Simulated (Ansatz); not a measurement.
Runs of Ansatz 0.2.0 on GaGe. It takes space group F-43m (No. 216, cubic). The conventional cell has a = 5.796 Å, b = 5.796 Å, c = 5.796 Å, α = 90.00°, β = 90.00°, γ = 90.00°. Ge (site symmetry -43m) is surrounded by 4 Ga at 2.51 Å. Ga (site symmetry -43m) has 4 Ge at 2.51 Å as nearest neighbours. The cell comes from a database or a generator and needn't be the stable form of this composition.

| task | level | cell | cutoff (eV) | smearing | points for each segment of the path | gap on the mesh (eV) | pressure (GPa) | relaxed volume (Å³/atom) |
| --- | --- | --- | --- | --- | --- | --- | --- | --- |
| relaxation of cell and atoms | BLYP | relaxed | 420 | fermi-dirac 0.05 eV | - | none | 0.0 | 26.18 |
| band structure | BLYP | as given | 420 | fermi-dirac 0.05 eV | 14 | none | 3.3 | - |
| relaxation of cell and atoms | revPBE | relaxed | 420 | fermi-dirac 0.05 eV | - | none | 0.0 | (a) |
| band structure | r2SCAN | as given | 500 | fermi-dirac 0.05 eV | 14 | none | -2.2 | - |
| single point | PBE | as given | 420 | gaussian 0.012 eV | - | none | (b) | - |

Alike in all rows: potentials or basis Ansatz PAW; no spin polarisation; k mesh 8 × 8 × 8.

**Question.** Fill in the values left out.

**Answer.** (a) 25.05; (b) 0.2.

Caveats: the PAW data sets come from PBE, with cores solved anew for the run's functional, which leaves a small shift of forces and pressure (some runs); the plane-wave basis is chosen anew once the cell has moved, so the energies of steps on either side of that aren't comparable (some runs).

A k mesh can miss the band edges, and the runs leave out spin-orbit coupling on Ga, Ge.

A gap of «none» marks a metal or a gap under the smearing width.
